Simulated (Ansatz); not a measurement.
# MoS2: a point defect seen from the nuclei (Si on a Mo site), part 2 of 2

Wanted: the field gradients around Si on a Mo site in MoS2, cell charge 0, before and after the neighbours move. The cell is a supercell built from an entry of the Crystallography Open Database (COD). Planned: a single point, then a relaxation.

Ansatz 0.2.0; DFT, PBE, plane-wave PAW, default files, scalar-relativistic.

### Step 3. Ions relaxed

Input file input.yaml:

```yaml
crystal:
  lattice:
    - [9.507, 0.0, 0.0]
    - [-3.169, 5.4888690092, 0.0]
    - [0.0, 0.0, 12.324]
  atoms:
    - { symbol: Si, position: [0.1111111111, 0.3333333334, 0.25] }
    - { symbol: Mo, position: [0.1111111111, 0.8333333334, 0.25] }
    - { symbol: Mo, position: [0.4444444444, 0.3333333334, 0.25] }
    - { symbol: Mo, position: [0.4444444444, 0.8333333334, 0.25] }
    - { symbol: Mo, position: [0.7777777778, 0.3333333334, 0.25] }
    - { symbol: Mo, position: [0.7777777778, 0.8333333334, 0.25] }
    - { symbol: Mo, position: [0.2222222222, 0.1666666666, 0.75] }
    - { symbol: Mo, position: [0.2222222222, 0.6666666666, 0.75] }
    - { symbol: Mo, position: [0.5555555556, 0.1666666666, 0.75] }
    - { symbol: Mo, position: [0.5555555556, 0.6666666666, 0.75] }
    - { symbol: Mo, position: [0.8888888889, 0.1666666666, 0.75] }
    - { symbol: Mo, position: [0.8888888889, 0.6666666666, 0.75] }
    - { symbol: S, position: [0.1111111111, 0.3333333334, 0.623] }
    - { symbol: S, position: [0.1111111111, 0.8333333334, 0.623] }
    - { symbol: S, position: [0.4444444444, 0.3333333334, 0.623] }
    - { symbol: S, position: [0.4444444444, 0.8333333334, 0.623] }
    - { symbol: S, position: [0.7777777778, 0.3333333334, 0.623] }
    - { symbol: S, position: [0.7777777778, 0.8333333334, 0.623] }
    - { symbol: S, position: [0.2222222222, 0.1666666666, 0.123] }
    - { symbol: S, position: [0.2222222222, 0.6666666666, 0.123] }
    - { symbol: S, position: [0.5555555556, 0.1666666666, 0.123] }
    - { symbol: S, position: [0.5555555556, 0.6666666666, 0.123] }
    - { symbol: S, position: [0.8888888889, 0.1666666666, 0.123] }
    - { symbol: S, position: [0.8888888889, 0.6666666666, 0.123] }
    - { symbol: S, position: [0.1111111111, 0.3333333334, 0.877] }
    - { symbol: S, position: [0.1111111111, 0.8333333334, 0.877] }
    - { symbol: S, position: [0.4444444444, 0.3333333334, 0.877] }
    - { symbol: S, position: [0.4444444444, 0.8333333334, 0.877] }
    - { symbol: S, position: [0.7777777778, 0.3333333334, 0.877] }
    - { symbol: S, position: [0.7777777778, 0.8333333334, 0.877] }
    - { symbol: S, position: [0.2222222222, 0.1666666666, 0.377] }
    - { symbol: S, position: [0.2222222222, 0.6666666666, 0.377] }
    - { symbol: S, position: [0.5555555556, 0.1666666666, 0.377] }
    - { symbol: S, position: [0.5555555556, 0.6666666666, 0.377] }
    - { symbol: S, position: [0.8888888889, 0.1666666666, 0.377] }
    - { symbol: S, position: [0.8888888889, 0.6666666666, 0.377] }
kpoints:
  mp_grid: { grid: [3, 4, 2] }
scf:
  occupations: { method: fermi_dirac, width: 0.01 }
hamiltonian:
  xc: pbe
  pseudopotentials: { kind: paw }
output:
  forces: true
  stress: true
  populations: true
  efg:
    quadrupole_moments_barn: { Mo: -0.022, S: -0.0694 }
    contact_densities: true
relax:
  f_tol: 0.03
  max_steps: 40
```

The run is started by

```
$ ansatz run input.yaml --threads 4 --pin off --max-ram 8192MiB --backend cpu --events-out ev --progress --plain --runs-dir out
```

Standard output:

```text
[... 1 line left out ...]
Warning: RAYON_NUM_THREADS=4 ignored (pool sized by the plan → 4); use --threads N
Mo: output.efg is read without spin–orbit coupling, which moves field gradients at and beside such atoms by some per cent and up to a factor of two; PAW files take it under magnetization.noncollinear and magnetization.spin_orbit
Engine: ansatz 0.2.0, aarch64-unknown-linux-gnu
Pseudopotentials: kind: paw
Pseudopotential: Si, paw, valence charge 4, recommended cutoff 420 eV (normal), Si.paw.azcp
Pseudopotential: Mo, paw, valence charge 14, recommended cutoff 420 eV (normal), Mo.paw.azcp
Pseudopotential: S, paw, valence charge 6, recommended cutoff 420 eV (normal), S.paw.azcp
Functional definition: PBE
  parameter kappa = 0.804
  parameter beta = 0.06672455060314922
  exchange = pbe_x(kappa = kappa, mu = beta*pi^2/3)
  correlation = pbe_c(beta = beta)
Crystal: 36 atoms, lattice volume = 643.099 Å³
Basis set: ecut = 420 eV, 12541 PW (Γ), exchange–correlation on 128×90×180 points (8 copies of the dense FFT grid, shifted against one another)
Bands: 187, of which v1, the nominal top of the filled ones, is band 151 counted from 1 (150 counted from 0)
Symmetry: 2 space group operations
Space group: Pm (ITA 6), of the structure as read, at distance tolerance 8.6e-5 Å
k-points: 14 of 24 (time reversal used)
Non-local potential: Si, projectors of the file, l = 0: 2, l = 1: 2, l = 2: 2
Non-local potential: Mo, projectors of the file, l = 0: 3, l = 1: 2, l = 2: 2, l = 3: 1
Non-local potential: S, projectors of the file, l = 0: 2, l = 1: 2, l = 2: 2
PAW form: soft (Blöchl's): semilocal exchange-correlation on the pseudo side does not see the compensation charge
PAW one-centre angular grid: Si, 110 points (default); XC on 64 Gauss nodes
PAW one-centre angular grid: Mo, 590 points (default); XC on 64 Gauss nodes
PAW one-centre angular grid: S, 110 points (default); XC on 64 Gauss nodes
Initial density: superposition of atomic densities (neutral atoms: chi_scale 0, normalization atom), corrected by the library's trained network
Initial wavefunctions: pseudopotential atomic-orbital guess
Functional: x = pbe(κ = 0.804, μ = 0.2195149727645171), c = pbe(β = 0.06672455060314922)
SCF iter   1: F=—  HF=-76828.615051 eV  |F-HF|=—  |Δ(HF+E_count)|=         —  Δρ=6.49e-3  dr2=3.34e-1  ethr=1.77e-3  ⟨swp⟩=6.0  Hψ=9895  notcnv=0  defer=11
preconditioner: auto → LDOS  [metal: Δε(μ)=0.018 eV  Ē_g=7.760 eV  σ=0.010 eV  W_gap=0.40  n_scr=158 (ndim 8)  ℏωp=21.4 eV  f_vac=0.014  D(μ)=11.93/eV (n_scr^D=62)  β→1.0]
SCF iter   2: F=—  HF=-76828.695801 eV  |F-HF|=—  |Δ(HF+E_count)|=   8.07e-2  Δρ=4.07e-3  dr2=3.92e-1  ethr=1.11e-4  ⟨swp⟩=3.0  Hψ=4602  notcnv=0  defer=390
SCF iter   3: F=—  HF=-76828.891729 eV  |F-HF|=—  |Δ(HF+E_count)|=   1.96e-1  Δρ=9.58e-3  dr2=2.45e0  ethr=1.11e-4  ⟨swp⟩=3.6  Hψ=6876  notcnv=0  defer=405  recentre
SCF iter   4: F=—  HF=-76828.652953 eV  |F-HF|=—  |Δ(HF+E_count)|=   2.39e-1  Δρ=1.67e-3  dr2=4.81e-2  ethr=1.11e-4  ⟨swp⟩=3.4  Hψ=6832  notcnv=0  defer=399
SCF iter   5: F=—  HF=-76828.649971 eV  |F-HF|=—  |Δ(HF+E_count)|=   2.98e-3  Δρ=1.01e-3  dr2=1.72e-2  ethr=1.59e-5  ⟨swp⟩=3.5  Hψ=3521  notcnv=0  defer=399
SCF iter   6: F=—  HF=-76828.649194 eV  |F-HF|=—  |Δ(HF+E_count)|=   7.77e-4  Δρ=6.06e-4  dr2=5.35e-3  ethr=5.69e-6  ⟨swp⟩=2.1  Hψ=3428  notcnv=0  defer=399
SCF iter   7: F=—  HF=-76828.648854 eV  |F-HF|=—  |Δ(HF+E_count)|=   3.40e-4  Δρ=4.36e-4  dr2=2.45e-3  ethr=1.77e-6  ⟨swp⟩=1.9  Hψ=3056  notcnv=0  defer=399
SCF iter   8: F=—  HF=-76828.648766 eV  |F-HF|=—  |Δ(HF+E_count)|=   8.80e-5  Δρ=3.28e-4  dr2=1.44e-3  ethr=8.10e-7  ⟨swp⟩=2.0  Hψ=2967  notcnv=0  defer=399
SCF iter   9: F=—  HF=-76828.648691 eV  |F-HF|=—  |Δ(HF+E_count)|=   7.47e-5  Δρ=2.03e-4  dr2=4.37e-4  ethr=4.76e-7  ⟨swp⟩=1.9  Hψ=2893  notcnv=0  defer=399
SCF iter  10: F=—  HF=-76828.648686 eV  |F-HF|=—  |Δ(HF+E_count)|=   4.71e-6  Δρ=1.28e-4  dr2=1.96e-4  ethr=1.45e-7  ⟨swp⟩=2.0  Hψ=2896  notcnv=0  defer=399
SCF iter  11: F=—  HF=-76828.648679 eV  |F-HF|=—  |Δ(HF+E_count)|=   7.08e-6  Δρ=9.42e-5  dr2=1.03e-4  ethr=6.50e-8  ⟨swp⟩=2.0  Hψ=3047  notcnv=0  defer=399
SCF iter  12: F=—  HF=-76828.648678 eV  |F-HF|=—  |Δ(HF+E_count)|=   1.80e-6  Δρ=7.24e-5  dr2=6.82e-5  ethr=3.40e-8  ⟨swp⟩=2.0  Hψ=3231  notcnv=0  defer=399
SCF iter  13: F=—  HF=-76828.648673 eV  |F-HF|=—  |Δ(HF+E_count)|=   4.79e-6  Δρ=5.19e-5  dr2=2.71e-5  ethr=2.26e-8  ⟨swp⟩=2.0  Hψ=3239  notcnv=0  defer=399
SCF iter  14: F=-76828.648659 eV  HF=-76828.648673 eV  |F-HF|=1.41e-5  |Δ(HF+E_count)|=   2.27e-7  Δρ=3.66e-5  dr2=1.71e-5  ethr=7.45e-9  ⟨swp⟩=3.0  Hψ=6571  notcnv=0
SCF 1 converged in 14 iterations: F = -76828.648659 eV  dr2 = 1.71e-5
relax step   1: F+E_penalty+E_count = -76828.64865886 eV  Δ(F+E_penalty+E_count) = +0.000e0 eV  max|allowed force component| = 9.954e-1 eV/Å  Δτ_max = 0.0000 Å  (14 SCF iters, dr2 threshold 2.25e-5 eV, accepted)
[... 16 lines left out ...]
relax step   2: F+E_penalty+E_count = -76828.82766721 eV  Δ(F+E_penalty+E_count) = -1.790e-1 eV  max|allowed force component| = 6.818e-1 eV/Å  Δτ_max = 0.1408 Å  (11 SCF iters, dr2 threshold 6.19e-5 eV, accepted)
[... 27 lines left out ...]
relax step   4: F+E_penalty+E_count = -76828.96941005 eV  Δ(F+E_penalty+E_count) = -2.184e-3 eV  max|allowed force component| = 4.965e-2 eV/Å  Δτ_max = 0.0071 Å  (12 SCF iters, accepted)
[... 12 lines left out ...]
relax step   5: F+E_penalty+E_count = -76828.96965975 eV  Δ(F+E_penalty+E_count) = -2.497e-4 eV  max|allowed force component| = 2.230e-2 eV/Å  Δτ_max = 0.0023 Å  (10 SCF iters, accepted)
NSCF: frozen V_eff on 14 k-points
[... 1 line left out ...]
SCF converged after 10 iterations
Free energy (F): -76828.969660 eV
Harris-Foulkes:  -76828.969660 eV  (|F-HF|=4.03e-8)
Internal energy: -76828.965619 eV  (E = F + TS)
E sigma→0 (E₀):  -76828.967639 eV
Entropy (-TS):   -0.004041 eV (-0.112 meV/atom)
Fermi energy:    10.357291 eV
--- Per-component energies (eV) ---
[... 14 lines left out ...]
--- Forces (eV/Å), atoms counted from 1 ---
  atom   1  Si     0.00455023     0.01419475     0.00000000
  atom   2  Mo    -0.02229795    -0.00511948     0.00000000
  atom   3  Mo     0.00679715    -0.01190377     0.00000000
  atom   4  Mo     0.00901274     0.01488313     0.00000000
  atom   5  Mo     0.00167611     0.01106876     0.00000000
  atom   6  Mo     0.00331777    -0.00902922     0.00000000
[... 30 lines left out ...]
  max |Σ_I F_I| component: 2.63e-5 eV/Å
--- Stress (GPa, compression-positive) ---
        3.087038      -0.328447       0.000000
       -0.328447       3.491546       0.000000
        0.000000       0.000000       2.555746
  P = ⅓ Tr σ = 3.0448 GPa (30.448 kbar)
--- PAW observables at the nuclei: V_zz in 10²¹ V/m², potentials from the cell's mean, atoms counted from 1 ---
  atom   1  Si V_zz =    -1.955059   η = 0.1545   by run symmetry: allowed
            electrostatic potential = -1360.326729 V   contact ρ = 12810.335524 e/Å³
  atom   2  Mo V_zz =   -12.938385   η = 0.5784   by run symmetry: allowed   C_q = +6.8827 MHz
            electrostatic potential = -6350.951404 V   contact ρ = 595256.000329 e/Å³
  atom   3  Mo V_zz =    -9.035899   η = 0.3201   by run symmetry: allowed   C_q = +4.8067 MHz
            electrostatic potential = -6350.778574 V   contact ρ = 595255.077138 e/Å³
  atom   4  Mo V_zz =    -8.452527   η = 0.2184   by run symmetry: allowed   C_q = +4.4964 MHz
            electrostatic potential = -6350.773838 V   contact ρ = 595255.803426 e/Å³
  atom   5  Mo V_zz =    -9.629543   η = 0.4771   by run symmetry: allowed   C_q = +5.1225 MHz
            electrostatic potential = -6350.858467 V   contact ρ = 595254.279362 e/Å³
  atom   6  Mo V_zz =    -9.835819   η = 0.4838   by run symmetry: allowed   C_q = +5.2322 MHz
            electrostatic potential = -6350.822060 V   contact ρ = 595255.332409 e/Å³
  atom   7  Mo V_zz =    -7.586209   η = 0.0037   by run symmetry: allowed   C_q = +4.0355 MHz
            electrostatic potential = -6350.774316 V   contact ρ = 595254.727379 e/Å³
  atom   8  Mo V_zz =    -7.605195   η = 0.0080   by run symmetry: allowed   C_q = +4.0456 MHz
            electrostatic potential = -6350.774475 V   contact ρ = 595254.731707 e/Å³
  atom   9  Mo V_zz =    -7.544891   η = 0.0136   by run symmetry: allowed   C_q = +4.0136 MHz
            electrostatic potential = -6350.772045 V   contact ρ = 595254.627339 e/Å³
  atom  10  Mo V_zz =    -7.486235   η = 0.0068   by run symmetry: allowed   C_q = +3.9824 MHz
            electrostatic potential = -6350.767495 V   contact ρ = 595254.634423 e/Å³
  atom  11  Mo V_zz =    -7.564496   η = 0.0077   by run symmetry: allowed   C_q = +4.0240 MHz
            electrostatic potential = -6350.771405 V   contact ρ = 595254.794011 e/Å³
  atom  12  Mo V_zz =    -7.462994   η = 0.0081   by run symmetry: allowed   C_q = +3.9700 MHz
            electrostatic potential = -6350.767575 V   contact ρ = 595254.610655 e/Å³
  atom  13  S  V_zz =    -5.431982   η = 0.0040   by run symmetry: allowed   C_q = +9.1153 MHz
            electrostatic potential = -1636.352872 V   contact ρ = 19771.590996 e/Å³
  atom  14  S  V_zz =    -5.244754   η = 0.0066   by run symmetry: allowed   C_q = +8.8011 MHz
            electrostatic potential = -1636.334107 V   contact ρ = 19771.473924 e/Å³
  atom  15  S  V_zz =    -5.140967   η = 0.0066   by run symmetry: allowed   C_q = +8.6270 MHz
            electrostatic potential = -1636.322226 V   contact ρ = 19771.421008 e/Å³
  atom  16  S  V_zz =    -5.140912   η = 0.0061   by run symmetry: allowed   C_q = +8.6269 MHz
            electrostatic potential = -1636.322930 V   contact ρ = 19771.427467 e/Å³
  atom  17  S  V_zz =    -5.183765   η = 0.0083   by run symmetry: allowed   C_q = +8.6988 MHz
            electrostatic potential = -1636.326127 V   contact ρ = 19771.433690 e/Å³
  atom  18  S  V_zz =    -5.224299   η = 0.0051   by run symmetry: allowed   C_q = +8.7668 MHz
            electrostatic potential = -1636.328966 V   contact ρ = 19771.433142 e/Å³
  atom  19  S  V_zz =    -4.804454   η = 0.4008   by run symmetry: allowed   C_q = +8.0623 MHz
            electrostatic potential = -1636.630683 V   contact ρ = 19771.607616 e/Å³
  atom  20  S  V_zz =    -4.835933   η = 0.4602   by run symmetry: allowed   C_q = +8.1151 MHz
            electrostatic potential = -1636.641285 V   contact ρ = 19771.589619 e/Å³
  atom  21  S  V_zz =    -4.122525   η = 0.0736   by run symmetry: allowed   C_q = +6.9179 MHz
            electrostatic potential = -1636.300441 V   contact ρ = 19771.581291 e/Å³
  atom  22  S  V_zz =    -5.475868   η = 0.3328   by run symmetry: allowed   C_q = +9.1890 MHz
            electrostatic potential = -1636.244407 V   contact ρ = 19771.598824 e/Å³
  atom  23  S  V_zz =    -6.151341   η = 0.0961   by run symmetry: allowed   C_q = +10.3225 MHz
            electrostatic potential = -1636.599033 V   contact ρ = 19771.619786 e/Å³
  atom  24  S  V_zz =    -6.017909   η = 0.1073   by run symmetry: allowed   C_q = +10.0986 MHz
            electrostatic potential = -1636.216070 V   contact ρ = 19771.695942 e/Å³
  atom  25  S  V_zz =    -5.431982   η = 0.0040   by run symmetry: allowed   C_q = +9.1153 MHz
            electrostatic potential = -1636.352872 V   contact ρ = 19771.590996 e/Å³
  atom  26  S  V_zz =    -5.244754   η = 0.0066   by run symmetry: allowed   C_q = +8.8011 MHz
            electrostatic potential = -1636.334107 V   contact ρ = 19771.473924 e/Å³
  atom  27  S  V_zz =    -5.140967   η = 0.0066   by run symmetry: allowed   C_q = +8.6270 MHz
            electrostatic potential = -1636.322226 V   contact ρ = 19771.421008 e/Å³
  atom  28  S  V_zz =    -5.140912   η = 0.0061   by run symmetry: allowed   C_q = +8.6269 MHz
            electrostatic potential = -1636.322930 V   contact ρ = 19771.427467 e/Å³
  atom  29  S  V_zz =    -5.183765   η = 0.0083   by run symmetry: allowed   C_q = +8.6988 MHz
            electrostatic potential = -1636.326127 V   contact ρ = 19771.433690 e/Å³
  atom  30  S  V_zz =    -5.224299   η = 0.0051   by run symmetry: allowed   C_q = +8.7668 MHz
            electrostatic potential = -1636.328966 V   contact ρ = 19771.433142 e/Å³
  atom  31  S  V_zz =    -4.804454   η = 0.4008   by run symmetry: allowed   C_q = +8.0623 MHz
            electrostatic potential = -1636.630683 V   contact ρ = 19771.607616 e/Å³
  atom  32  S  V_zz =    -4.835933   η = 0.4602   by run symmetry: allowed   C_q = +8.1151 MHz
            electrostatic potential = -1636.641285 V   contact ρ = 19771.589619 e/Å³
  atom  33  S  V_zz =    -4.122525   η = 0.0736   by run symmetry: allowed   C_q = +6.9179 MHz
            electrostatic potential = -1636.300441 V   contact ρ = 19771.581291 e/Å³
  atom  34  S  V_zz =    -5.475868   η = 0.3328   by run symmetry: allowed   C_q = +9.1890 MHz
            electrostatic potential = -1636.244407 V   contact ρ = 19771.598824 e/Å³
  atom  35  S  V_zz =    -6.151341   η = 0.0961   by run symmetry: allowed   C_q = +10.3225 MHz
            electrostatic potential = -1636.599033 V   contact ρ = 19771.619786 e/Å³
  atom  36  S  V_zz =    -6.017909   η = 0.1073   by run symmetry: allowed   C_q = +10.0986 MHz
            electrostatic potential = -1636.216070 V   contact ρ = 19771.695942 e/Å³
--- Band table (eV; the first three rows and the last of 14) ---
[... 4 lines left out ...]
--- Relaxed structure (5 steps of the walk, 5 accepted, 0 SCFs on fresh bases) ---
  F+E_penalty+E_count = -76828.96965975 eV   max|allowed force component| = 2.230e-2 eV/Å
  atoms:
[... 36 lines left out ...]
--- Löwdin populations: 36 sites ---
  site symbol       q [e]
[... 36 lines left out ...]
  spilling = 0.008348 (of n_electrons = 302.000000)
```

Wall time 5 min (4 threads of Arm Neoverse V2, shared host); peak memory 3.4 GiB.

Step by step:

```csv
step,energy change (eV),largest force component (eV/Å)
1,0.0000,0.995
2,-0.1790,0.682
3,-0.3186,0.115
4,-0.3208,0.050
5,-0.3210,0.022
```

Largest displacement: 0.100 Å (atom 23 and its like, S); mean 0.028 Å.

The run ends with no gap over 0.1 eV on the mesh, largest force 0.023 eV/Å, pressure 3.0 GPa.

What changed since step 2 (V_zz in 10²¹ V/m²; 9 of 24 rows, with the four largest changes of size):

```csv
site,atoms,"V_zz, PBE","V_zz, PBE relaxed","η, PBE","η, PBE relaxed"
Si,1,-1.65,-1.96,0.12,0.15
S23,"23, 35",-3.77,-6.15,0.23,0.10
S20,"20, 32",-3.37,-4.84,0.18,0.46
S19,"19, 31",-3.51,-4.80,0.14,0.40
Mo3,3,-9.75,-9.04,0.16,0.32
Mo5,5,-9.92,-9.63,0.34,0.48
Mo4,4,-8.99,-8.45,0.31,0.22
Mo6,6,-9.47,-9.84,0.36,0.48
Mo2,2,-10.23,-12.94,0.34,0.58
```

Site by site (atoms counted from 1): 11 of 23, those nearest the defect, the farthest of each element and the two largest gradients.

```csv
site,atoms,distance from the defect (Å),V_zz (10²¹ V/m²),η,C_Q (MHz)
Si,1,0.00,-1.96,0.15,–
S20,"20, 32",2.33,-4.84,0.46,8.12 (³³S)
S23,"23, 35",2.34,-6.15,0.10,10.3 (³³S)
S19,"19, 31",2.34,-4.80,0.40,8.06 (³³S)
Mo2,2,3.17,-12.94,0.58,6.88 (⁹⁵Mo)
Mo3,3,3.21,-9.04,0.32,4.81 (⁹⁵Mo)
Mo4,4,3.21,-8.45,0.22,4.50 (⁹⁵Mo)
Mo5,5,3.26,-9.63,0.48,5.12 (⁹⁵Mo)
Mo6,6,3.27,-9.84,0.48,5.23 (⁹⁵Mo)
S17,"17, 29",5.60,-5.18,0.01,8.70 (³³S)
Mo9,9,7.82,-7.54,0.01,4.01 (⁹⁵Mo)
```

Direction of the V_zz axis (Cartesian unit vector):

```csv
site,atom,x,y,z
Si,1,0.00,0.00,1.00
Mo2,2,0.00,0.00,1.00
Mo3,3,0.00,0.00,1.00
Mo4,4,0.00,0.00,1.00
Mo5,5,0.00,0.00,1.00
Mo6,6,0.00,0.00,1.00
Mo7,7,0.00,0.00,1.00
Mo8,8,0.00,0.00,1.00
Mo9,9,0.00,0.00,1.00
Mo10,10,0.00,0.00,1.00
```

The sizes of the gradients above 0.15 moved by 2.2 % in the median, 63 % at the site with the largest relative rise or fall (small gradients counted from 0.15; S23, -3.77 to -6.15).

### Step 4. Simulated spectra, from step 3

⁹⁵Mo (I = 5/2, Q = -22.00 mb) at 14.1 T, Larmor frequency 39.3 MHz. Second-order quadrupolar shifts of the central transition; chemical shifts are not computed, so all sites share one zero.

```csv
site,count,C_Q (MHz),η,ν_Q (MHz),δ_QIS (ppm)
Mo2,1,6.88,0.58,1.03,-204.5
Mo3,1,4.81,0.32,0.721,-92.8
Mo4,1,4.50,0.22,0.674,-79.8
Mo5,1,5.12,0.48,0.768,-109.6
Mo6,1,5.23,0.48,0.785,-114.6
Mo9,1,4.01,0.01,0.602,-62.6
```

⁹⁵Mo central transition, under fast magic-angle spinning:

(kHz, intensity): (-19.8, 0), (-18.6, 1), (-17.4, 1), (-16.2, 1), (-15.0, 3), (-13.8, 4), (-12.6, 4), (-11.4, 5), (-10.3, 14), (-9.1, 14), (-7.9, 23), (-6.7, 38), (-5.5, 69), (-4.3, 87), (-3.1, 100), (-1.9, 97), (-0.7, 56), (0.5, 0)

### Step 5. Results

The summary covers parts 1 to 2.

```
                            quantity                                                                                                                                  value
                      state (step 3)                                                             no gap over 0.1 eV on the mesh, largest force 0.023 eV/Å, pressure 3.0 GPa
    V_zz by site, step 3 (10²¹ V/m²)                                              Si -1.96, S20 -4.84, S23 -6.15, S19 -4.80, Mo2 -12.94, Mo3 -9.04, Mo4 -8.45, Mo5 -9.63, …
         largest C_Q in size, step 3                                                                                                                   10.3 MHz, ³³S at S23
step 3 (ions relaxed) against step 2  2.2 % in the median, 63 % at the site with the largest relative rise or fall (small gradients counted from 0.15; S23, -3.77 to -6.15)
```

In words: The largest gradient sits at Mo2 (6 S at 2.39–2.40 Å). The runs allow no spin. The relaxation kept the symmetry Pm, so a distorted place of lower energy may have been missed. With states at the Fermi level, this mesh doesn't settle the gradients near the defect. Moves of at most 0.10 Å on relaxation changed gradients by up to 63 % at the worst site (2.2 % in the median) (gradients over 0.15 counted), so small moves matter. At 14.1 T the ⁹⁵Mo line of the largest coupling listed spans about 19 kHz under magic-angle spinning and 57 kHz static, from the quadrupolar part alone (no shift anisotropy). The run isn't spin-polarised, and a state with spin may lie lower. The defect repeats with the cell of 36 atoms, so it feels its images: sites between two images don't show the values beside a lone defect, and zeros or small values of η there can come from the images' arrangement. Mo and S carry a gradient in the pure host already, so the values there aren't the defect's effect alone. The relaxation keeps the site symmetry m of the start, so the impurity can move only within its mirror plane; a distortion that would localise the carrier isn't explored. The defect cell has no gap above 0.1 eV on its mesh, so the values hang on the smearing and the k-mesh. The program warns that gradients near heavy atoms lack spin–orbit coupling.
